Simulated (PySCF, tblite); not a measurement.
# C₇H₉BBrCl: geometry, infrared bands and NMR shifts

What infrared bands and NMR shifts should C₇H₉BBrCl (`Cl[C@@H]1[C@H]2BC=C[C@@H]1C[C@H]2Br`) show?

Programs: tblite 0.8.0 and PySCF 2.14.0, with density-fitted response routines of our own. Each step states its level of theory. These are calculated values for one molecule in the gas phase, unless marked as measured. Atoms are numbered from 0 throughout.

### Step 1. Starting geometry

19 atoms, charge 0, multiplicity 1; geometry from: force field or distance geometry start.

Bonds of the start (Å): Cl0–C1 1.76, C1–C2 1.52, C2–B3 1.59, B3–C4 1.58, C4–C5 1.34, C5–C6 1.48, C6–C7 1.51, C7–C8 1.49, C8–Br9 1.92, C6–C1 1.52, C8–C2 1.52, C1–H10 1.11, C2–H11 1.08, B3–H12 1.19, C4–H13 1.10, C5–H14 1.09, C6–H15 1.13, C7–H16 1.12, C7–H17 1.10, C8–H18 1.12.

### Step 2. Relaxing the molecule with GFN2-xTB

The job: settings as JSON, then the geometry in Å.

```
{"job": {"kind": "relax", "xc": "GFN2-xTB", "basis": "xTB"}, "charge": 0, "multiplicity": 1}
Cl    -0.598200     1.948500     1.977400
C      0.340100     0.934100     0.881600
C     -0.032500     1.144000    -0.573600
B      1.175400     0.461000    -1.356600
C      1.571300    -0.930100    -0.723100
C      0.921100    -1.452700     0.319900
C      0.013900    -0.536700     1.048900
C     -1.397000    -0.519200     0.502700
C     -1.198500     0.188200    -0.798600
Br    -2.760900     1.041100    -1.510700
H      1.436200     1.033200     1.037400
H     -0.228500     2.170700    -0.844800
H      2.043900     1.227100    -1.627700
H      2.407100    -1.492100    -1.169600
H      1.075000    -2.492500     0.613900
H     -0.048300    -0.783900     2.146100
H     -1.960800     0.191700     1.163800
H     -1.854200    -1.518300     0.441900
H     -0.914700    -0.604800    -1.536400
```

Run with:

```console
OMP_NUM_THREADS=1 python probes_run.py task.json out
```

The driver reads the jobs from task.json and runs them one after another.

**Question.** This job is followed by: GFN2-xTB harmonic vibrations, gas phase; GIAO PBE0/pcSseg-1 NMR shielding, non-relativistic, gas phase. Predict these results of the whole session: strongest single infrared mode (GFN2-xTB); zero-point energy (GFN2-xTB); 13C shifts against TMS (PBE0/pcSseg-1); 1H shifts against TMS (PBE0/pcSseg-1); 35Cl shifts against HCl (PBE0/pcSseg-1); 11B shifts against BF3·OEt2 (PBE0/pcSseg-1); 79Br shifts against HBr (PBE0/pcSseg-1).

**Answer**, as computed:

| quantity | value |
| --- | --- |
| strongest single infrared mode (GFN2-xTB) | 2671 cm⁻¹, 120 km/mol |
| zero-point energy (GFN2-xTB) | 90.0 kcal/mol |
| 13C shifts against TMS (PBE0/pcSseg-1) | 184.5, 138.1, 76.0, 59.2, 55.6, 51.9, 38.9 ppm |
| 1H shifts against TMS (PBE0/pcSseg-1) | 8.17, 7.02, 6.68, 4.11, 3.75, 3.13, 3.12, 3.05, 2.09 ppm |
| 35Cl shifts against HCl (PBE0/pcSseg-1) | 211 ppm |
| 11B shifts against BF3·OEt2 (PBE0/pcSseg-1) | 66.4 ppm |
| 79Br shifts against HBr (PBE0/pcSseg-1) | 629 ppm |

In words: The optimisation took 64 steps and gained 0.996 eV; among the close pairs (by a distance rule), C8–Br9 changed most, from 1.917 to 1.972 Å. No mode is imaginary among the 51: a minimum at this level. The strongest single mode, at 2671 cm⁻¹, moves mainly H12. GFN2-xTB is a fitted tight-binding method: band positions and strengths are rough. Its intensities can rank the bands wrongly. C8 stands next to heavy halogen, whose spin-orbit shielding this run leaves out, so the computed shift lies too far downfield, most of all for carbon beside Br or I. At PBE0/pcSseg-1: Shielding is most anisotropic at Br9 (span 1572 ppm, paramagnetic term -1128 ppm). Spin-orbit coupling is left out, which matters for shieldings and couplings at and beside the heavy atoms.
